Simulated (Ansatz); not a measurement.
# MoSe (NiAs type): a single-point run

Wanted: a converged single-point run for MoSe (NiAs type), and a check of what comes out. The structure is shown as the input types it.

Method: DFT PBE, scalar-relativistic, plane waves, PAW, in Ansatz 0.2.0.

2 further runs of the same task are left out: 2 that didn't finish. Runs told in other sessions of the task aren't counted.

**1. Starting point**

It takes space group P6_3/mmc (No. 194, hexagonal). The conventional cell has a = 4.073 Å, b = 4.073 Å, c = 5.099 Å, α = 90.00°, β = 90.00°, γ = 120.00°. Mo (site symmetry -3m) has 2 Mo at 2.55 Å and 6 Se at 2.67 Å in its first shell of neighbours. Se (site symmetry -6m2) has 6 Mo at 2.67 Å in its first shell of neighbours.

As a file:

```cif
data_structure
_symmetry_space_group_name_H-M 'P 1'
_symmetry_Int_Tables_number 1
_cell_length_a 4.0731
_cell_length_b 4.0731
_cell_length_c 5.0985
_cell_angle_alpha 90.000
_cell_angle_beta 90.000
_cell_angle_gamma 120.000
_cell_volume 73.25
loop_
_atom_site_label
_atom_site_type_symbol
_atom_site_fract_x
_atom_site_fract_y
_atom_site_fract_z
_atom_site_occupancy
Mo1 Mo 0.00000 0.00000 0.00000 1
Mo2 Mo 0.00000 0.00000 0.50000 1
Se1 Se 0.33333 0.66667 0.25000 1
Se2 Se 0.66667 0.33333 0.75000 1
```

**2. Input and run**

The input, input.yaml:

```yaml
crystal:
  lattice:
    - [4.07308091213, 2.886750452394e-11, 0.0]
    - [-2.03654045609, 3.52739154156, 0.0]
    - [0.0, 0.0, 5.0985318699]
  atoms:
    - { symbol: Mo, position: [0.0, 0.0, 0.0], spin: 3.0 }
    - { symbol: Mo, position: [0.0, 0.0, 0.5], spin: 3.0 }
    - { symbol: Se, position: [0.3333333333333, 0.6666666666667, 0.25] }
    - { symbol: Se, position: [0.6666666666667, 0.3333333333333, 0.75] }
basis:
  ecutwfc: 420
  ecutrho_ratio: 4
kpoints:
  mp_grid: { grid: [10, 10, 6] }
hamiltonian:
  xc: pbe
scf:
  occupations: { method: fixed }
  max_iter: 80
output:
  forces: true
  stress: true
magnetization:
  spin_polarized: true
```

On the command line:

```bash
> ansatz run input.yaml --threads 2 --pin off --max-ram 2662MiB --backend cpu --events-out ev --progress --plain --runs-dir out
```

**Question.** How will this run end, and is anything wrong with its input?

Nothing was computed: the input was turned down at the start. It says: «inconsistent input (scf.occupations.method, magnetization): a σ = 0 step fill (method: fixed, or a smearing width below the step floor) with no hard lock on the total moment puts the same N_el/2 bands in each spin channel ...»

Look at the input: scf.occupations.method is fixed. Fixed occupations fill the same number of bands at every k-point, which holds only for a system with a gap.

The cure: set scf.occupations.method to gaussian.
